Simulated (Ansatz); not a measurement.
# MnSn2: further runs on the relaxed cell

Aim: for MnSn2, fit an equation of state.

Method: DFT PBEsol, scalar-relativistic, plane waves, PAW, in Ansatz 0.2.0.

## 1. The structure to begin with

It takes space group I4/mcm (No. 140, tetragonal). The conventional cell has a = 6.506 Å, b = 6.506 Å, c = 5.319 Å, α = 90.00°, β = 90.00°, γ = 90.00°. Mn (site symmetry 422) is surrounded by 2 Mn at 2.66 Å and 8 Sn at 2.77 Å. Sn (site symmetry m2m) has 4 Mn at 2.77 Å and 3 Sn at 3.03 to 3.09 Å as nearest neighbours.

Coordinates:

```cif
data_structure
_symmetry_space_group_name_H-M 'I4/mcm'
_symmetry_Int_Tables_number 140
_cell_length_a 6.5061
_cell_length_b 6.5061
_cell_length_c 5.3189
_cell_angle_alpha 90.000
_cell_angle_beta 90.000
_cell_angle_gamma 90.000
_cell_volume 225.14
loop_
_atom_site_label
_atom_site_type_symbol
_atom_site_symmetry_multiplicity
_atom_site_Wyckoff_symbol
_atom_site_fract_x
_atom_site_fract_y
_atom_site_fract_z
_atom_site_occupancy
Mn1 Mn 4 a 0.00000 0.00000 0.75000 1
Sn1 Sn 8 h 0.66448 0.16448 0.00000 1
```

It is the result of an earlier relaxation at this level (volume 18.76 Å³/atom; gap on the mesh: none (metal), site moments up to 2.2 μB).

## 2. Volume × 0.97

input.yaml reads:

```yaml
crystal:
  lattice:
    - [-3.2201664006, 3.2201664006, 2.6325703473]
    - [3.2201664006, -3.2201664006, 2.6325703473]
    - [3.2201664006, 3.2201664006, -2.6325703473]
  atoms:
    - { symbol: Mn, position: [0.75, 0.75, 0.0], spin: 2.44 }
    - { symbol: Mn, position: [0.25, 0.25, 0.0], spin: 2.44 }
    - { symbol: Sn, position: [0.1644806229, 0.6644806229, 0.8289612459] }
    - { symbol: Sn, position: [0.6644806229, 0.8355193771, 0.5] }
    - { symbol: Sn, position: [0.8355193771, 0.3355193771, 0.1710387541] }
    - { symbol: Sn, position: [0.3355193771, 0.1644806229, 0.5] }
basis:
  ecutwfc: 420
kpoints:
  mp_grid: { grid: [8, 8, 8] }
hamiltonian:
  xc: pbesol
scf:
  occupations: { method: gaussian, width: 0.1 }
output:
  forces: true
  stress: true
  eigenvalues: true
  populations: true
magnetization:
  spin_polarized: true
relax:
  adjacent_minimum: "off"
  f_tol: 0.01
  max_steps: 30
  cell: { stress_tol: 0.1, fix: [volume] }
```

Run with:

```sh
> ansatz run input.yaml --threads 1 --pin off --max-ram 2560MiB --backend cpu --events-out ev --progress --plain --runs-dir out
```

## 3. Volume × 1.03

Edit input.yaml of step 2 so:

```diff
@@ -2,5 +2,5 @@
   lattice:
-    - [-3.2201664006, 3.2201664006, 2.6325703473]
-    - [3.2201664006, -3.2201664006, 2.6325703473]
-    - [3.2201664006, 3.2201664006, -2.6325703473]
+    - [-3.285237799, 3.285237799, 2.6857679193]
+    - [3.285237799, -3.285237799, 2.6857679193]
+    - [3.285237799, 3.285237799, -2.6857679193]
   atoms:
```

## 4. Point at V/V0 = 0.94

input.yaml reads:

```yaml
crystal:
  lattice:
    - [-3.185183553, 3.185183553, 2.6074969189]
    - [3.185183553, -3.185183553, 2.6074969189]
    - [3.185183553, 3.185183553, -2.6074969189]
  atoms:
    - { symbol: Mn, position: [0.75, 0.75, 0.0], spin: 2.44 }
    - { symbol: Mn, position: [0.25, 0.25, 0.0], spin: 2.44 }
    - { symbol: Sn, position: [0.1640151111, 0.6640151111, 0.8280302221] }
    - { symbol: Sn, position: [0.6640151111, 0.8359848889, 0.5] }
    - { symbol: Sn, position: [0.8359848889, 0.3359848889, 0.1719697779] }
    - { symbol: Sn, position: [0.3359848889, 0.1640151111, 0.5] }
basis:
  ecutwfc: 420
kpoints:
  mp_grid: { grid: [8, 8, 8] }
hamiltonian:
  xc: pbesol
scf:
  occupations: { method: gaussian, width: 0.1 }
output:
  forces: true
  stress: true
  eigenvalues: true
  populations: true
  write_density: true
  write_potential: true
  elf: true
  volumetric_format: npy
magnetization:
  spin_polarized: true
relax:
  adjacent_minimum: "off"
  f_tol: 0.01
  max_steps: 30
  cell: { stress_tol: 0.1, fix: [volume] }
```

## 5. The cell scaled to 1.06 of its volume

input.yaml reads:

```yaml
crystal:
  lattice:
    - [-3.3181512731, 3.3181512731, 2.7094327861]
    - [3.3181512731, -3.3181512731, 2.7094327861]
    - [3.3181512731, 3.3181512731, -2.7094327861]
  atoms:
    - { symbol: Mn, position: [0.75, 0.75, 0.0], spin: 2.44 }
    - { symbol: Mn, position: [0.25, 0.25, 0.0], spin: 2.44 }
    - { symbol: Sn, position: [0.1650357532, 0.6650357532, 0.8300715064] }
    - { symbol: Sn, position: [0.6650357532, 0.8349642468, 0.5] }
    - { symbol: Sn, position: [0.8349642468, 0.3349642468, 0.1699284936] }
    - { symbol: Sn, position: [0.3349642468, 0.1650357532, 0.5] }
basis:
  ecutwfc: 420
kpoints:
  mp_grid: { grid: [8, 8, 8] }
hamiltonian:
  xc: pbesol
scf:
  occupations: { method: gaussian, width: 0.1 }
output:
  forces: true
  stress: true
  eigenvalues: true
  populations: true
magnetization:
  spin_polarized: true
relax:
  adjacent_minimum: "off"
  f_tol: 0.01
  max_steps: 30
  cell: { stress_tol: 0.1, fix: [volume] }
```

(Steps that only read results are left out.)

Before running it: what results should come out? Wanted: equilibrium volume of the fit; bulk modulus.

As calculated:

| quantity | value |
| --- | --- |
| equilibrium volume of the fit | 18.76 Å³/atom |
| bulk modulus | 94 GPa |
| its pressure derivative | 7.1 |

**Reading.** The fit puts the minimum at 18.76 Å³/atom with B = 94 GPa and B' = 7.1.
